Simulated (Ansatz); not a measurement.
# Ir2Rh: the cost of one run

Method: DFT PBE, scalar-relativistic, plane waves, PAW, in Ansatz 0.2.0.

### Step 1. The system as given

Symmetry: P-6m2, No. 187, hexagonal system. The conventional cell has a = 2.728 Å, b = 2.728 Å, c = 13.033 Å, α = 90.00°, β = 90.00°, γ = 120.00°. Ir (site symmetry -6m2) is surrounded by 6 Rh at 2.68 Å and 6 Ir at 2.73 Å. Around Ir (site symmetry 3m) lie 3 Rh at 2.68 Å and 9 Ir at 2.68 to 2.73 Å. Around Ir (site symmetry -6m2) lie 12 Ir at 2.68 to 2.73 Å. Around Rh (site symmetry 3m) lie 6 Ir at 2.68 Å and 6 Rh at 2.73 Å.

Coordinates:

```cif
data_structure
_symmetry_space_group_name_H-M 'P-6m2'
_symmetry_Int_Tables_number 187
_cell_length_a 2.7279
_cell_length_b 2.7279
_cell_length_c 13.0328
_cell_angle_alpha 90.000
_cell_angle_beta 90.000
_cell_angle_gamma 120.000
_cell_volume 83.99
loop_
_atom_site_label
_atom_site_type_symbol
_atom_site_symmetry_multiplicity
_atom_site_Wyckoff_symbol
_atom_site_fract_x
_atom_site_fract_y
_atom_site_fract_z
_atom_site_occupancy
Ir1 Ir 1 c 0.33333 0.66667 0.00000 1
Ir2 Ir 2 h 0.33333 0.66667 0.33333 1
Ir3 Ir 1 f 0.66667 0.33333 0.50000 1
Rh1 Rh 2 i 0.66667 0.33333 0.16667 1
```

The start is an ordering of an alloy on its end members' structure types: elements ordered on the sites of the Zr type, Rh/Ir on Zr (P-6m2, No. 187).

### Step 2. The guess as it stands, on a coarse mesh

input.yaml

```yaml
crystal:
  lattice:
    - [2.72793559, 0.0, 0.0]
    - [-1.3639678, 2.36246152, 0.0]
    - [0.0, 0.0, 13.03281294]
  atoms:
    - { symbol: Ir, position: [0.33333333, 0.66666667, 0.0] }
    - { symbol: Ir, position: [0.33333333, 0.66666667, 0.33333333] }
    - { symbol: Ir, position: [0.33333333, 0.66666667, 0.66666667] }
    - { symbol: Ir, position: [0.66666667, 0.33333333, 0.5] }
    - { symbol: Rh, position: [0.66666667, 0.33333333, 0.16666667] }
    - { symbol: Rh, position: [0.66666667, 0.33333333, 0.83333333] }
basis:
  ecutwfc: 420
kpoints:
  mp_grid: { grid: [6, 6, 2] }
hamiltonian:
  xc: pbe
scf:
  occupations: { method: gaussian, width: 0.1 }
  lower_state_search: "off"
output:
  forces: true
  stress: true
  eigenvalues: true
```

Command:

```sh
$ ansatz run input.yaml --threads 1 --pin off --max-ram 2560MiB --backend cpu --events-out ev --progress --plain --runs-dir out
```

What time and memory should one allow on 1 thread of AMD EPYC 7R43 (Zen 3), shared host?

About 6.3 s, with a peak of 0.4 GiB.
